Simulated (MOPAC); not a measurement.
# PM6-DH2 run of SnHClOF2 (SMILES [OH][Sn]([F])([F])[Cl])

Wanted: a structure relaxation of SnHClOF2. 

Program for the calculation: MOPAC 23.2.5.

12 further runs of the same task are left out: 12 set aside as unsound or not needed.

## Step 1: The molecule

The species is SnHClOF2 (6 atoms), meant as a singlet with charge 0. SMILES: `[OH][Sn]([F])([F])[Cl]`. All atoms were displaced at random from a relaxed shape. The run starts from this shape.

Bond lengths: O1–Sn2 1.943 Å, Sn2–F3 1.877 Å, Sn2–F4 1.874 Å, Sn2–Cl5 2.290 Å, O1–H6 0.960 Å. Angles: O1–Sn2–F3 106.6°, O1–Sn2–F4 109.4°, O1–Sn2–Cl5 114.1°, F3–Sn2–F4 106.0°, F3–Sn2–Cl5 110.9°, F4–Sn2–Cl5 109.4°, Sn2–O1–H6 113.0°.

## Step 2: A geometry optimisation at PM6-DH2

mol.mop

```
pm6-dh2 cycles=300 gradients ef disp bonds gnorm=0.01 aux(precision=6) t=10m threads=1
optimise of ClF2HOSn

O     -0.470625     0.287092     1.486431
Sn     0.261167    -0.179070    -0.252550
F      1.979968    -0.867923     0.056200
F     -0.733928    -1.583916    -0.991763
Cl     0.332972     1.563557    -1.735943
H     -1.316440     0.737536     1.429559
```

On the command line:

```
$ mopac mol.mop
```

**Question.** What will come out? Wanted: total energy at the end; dipole moment; HOMO energy; LUMO energy; HOMO–LUMO gap; dispersion energy; heat of formation.

**Answer.** As computed:

At PM6-DH2:

| quantity | value |
| --- | --- |
| total energy at the end | -58.00821 Eh |
| dipole moment | 2.77 D |
| HOMO energy | -12.17 eV |
| LUMO energy | -2.15 eV |
| HOMO–LUMO gap | 10.02 eV |
| dispersion energy | -2.85 kJ/mol |
| heat of formation | -200.8 kcal/mol |

What this shows: At the final geometry: Bond lengths: O1–Sn2 1.772 Å, Sn2–F3 1.959 Å, Sn2–F4 1.959 Å, Sn2–Cl5 2.295 Å, O1–H6 0.882 Å. Angles: O1–Sn2–F3 108.8°, O1–Sn2–F4 108.8°, O1–Sn2–Cl5 111.8°, F3–Sn2–F4 108.7°, F3–Sn2–Cl5 109.3°, F4–Sn2–Cl5 109.3°, Sn2–O1–H6 157.1°. The optimisation took 49 steps and changed the energy by -0.312 eV.
